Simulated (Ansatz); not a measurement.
# FGaH4O: the cost of one run

Method: RKS PBE0/def2-SVP, in Ansatz 0.2.0.

## 1. The system as given

Bond lengths: Ga1–H3 1.570 Å, Ga1–O4 1.790 Å, O4–H5 1.010 Å, Ga1–F6 2.000 Å. Angles: H3–Ga1–O4 120.0°, H3–Ga1–F6 105.4°, O4–Ga1–F6 92.8°, Ga1–O4–H5 109.5°.

Structure file:

```xyz
7

Ga    0.0000    0.0000    0.0000
H     0.0000    0.0000    1.9200
H     1.3596    0.0000   -0.7850
O    -1.5501    0.0000   -0.8950
H    -2.0598   -0.8467   -0.6865
F    -0.2501    1.8814    0.6306
H    -0.1340    1.0079    1.7717
```

## 2. Pulling towards end A

Springs on the bonds that form and break draw the guess towards this end; the thresholds are loose.

Input file input.yaml:

```yaml
crystal:
  periodic: [false, false, false]
  atoms:
    - { symbol: Ga, position_ang: [0.0, 0.0, 0.0] }
    - { symbol: H, position_ang: [0.0, 0.0, 1.92] }
    - { symbol: H, position_ang: [1.3596, 0.0, -0.785] }
    - { symbol: O, position_ang: [-1.5501, 0.0, -0.895] }
    - { symbol: H, position_ang: [-2.0598, -0.8467, -0.6865] }
    - { symbol: F, position_ang: [-0.2501, 1.8814, 0.6306] }
    - { symbol: H, position_ang: [-0.134, 1.0079, 1.7717] }
basis:
  gaussian: { orbitals: def2-SVP }
hamiltonian:
  xc: pbe0
relax:
  f_tol: 0.15
  max_steps: 25
  restrain:
    - { distance: [0, 5], at: 2.9, k: 30.0 }
    - { distance: [6, 1], at: 1.86, k: 30.0 }
    - { distance: [0, 1], at: 1.57, k: 30.0 }
    - { distance: [6, 5], at: 0.92, k: 30.0 }
```

Command:

```sh
$ ansatz run input.yaml --threads 1 --pin off --max-ram 2048MiB --backend cpu --events-out ev --progress --plain --runs-dir out
```

What time and memory should one allow on 1 thread of Arm Neoverse V2, shared host?

About 21 s, with a peak of 0.15 GiB.
